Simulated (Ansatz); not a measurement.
# H3HfSi: the cost of one run

Program: Ansatz 0.2.0, Gaussian basis. Level of theory: the settings change from run to run. These are calculated values, not measurements.

22 further runs of the same task are left out: 6 that didn't finish, 16 set aside as unsound or not needed.

### 1 What is computed

The geometry is a PBE0/def2-TZVP stationary point (not a proven minimum) of the parent state, kept for this charge and spin. No spin-orbit coupling is included. Elements past krypton take def2 core potentials.

5 atoms, charge 1, spin multiplicity 5.

Atoms are counted from 1 here; the program's logs count them from 0.

Bond lengths: Hf1–Si2 2.705 Å, Si2–H3 1.501 Å, Si2–H4 1.501 Å, Si2–H5 1.501 Å. Angles: Hf1–Si2–H3 113.3°, Hf1–Si2–H4 113.3°, Hf1–Si2–H5 113.3°, H3–Si2–H4 105.4°, H3–Si2–H5 105.4°, H4–Si2–H5 105.4°.

### 2 CCSD(T)/def2-SVP

The input, in.yaml:

```yaml
crystal:
  periodic: [false, false, false]
  atoms:
    - {symbol: Hf, position_ang: [-0.410088, 0.002760, 0.001535]}
    - {symbol: Si, position_ang: [2.295112, -0.015447, -0.008590]}
    - {symbol: H, position_ang: [2.880223, -1.397679, -0.005154]}
    - {symbol: H, position_ang: [2.898606, 0.674540, 1.179957]}
    - {symbol: H, position_ang: [2.889606, 0.664796, -1.207247]}
basis:
  gaussian: {orbitals: def2-SVP, point_charges: [{charge: 1.00, position_ang: [7.498, -0.289, -0.354]}]}
total_charge: 1
magnetization: {spin_polarized: false, initial_magnetization: 4}
hamiltonian: {xc: {name: B3LYP}}
correlation: {method: ccsd_t, electrons: outside_noble_gas}
scf: {lower_state_search: off}
output: {forces: true}
```

Started as:

```bash
$ ansatz run in.yaml --threads 1 --pin off --events-out ev --progress --plain --max-ram 2393MiB
```

**Question.** How long does this run take on 1 thread of Arm Neoverse N1, shared host, and how much memory does it need?

About 50 s, with a peak of 0.3 GiB.
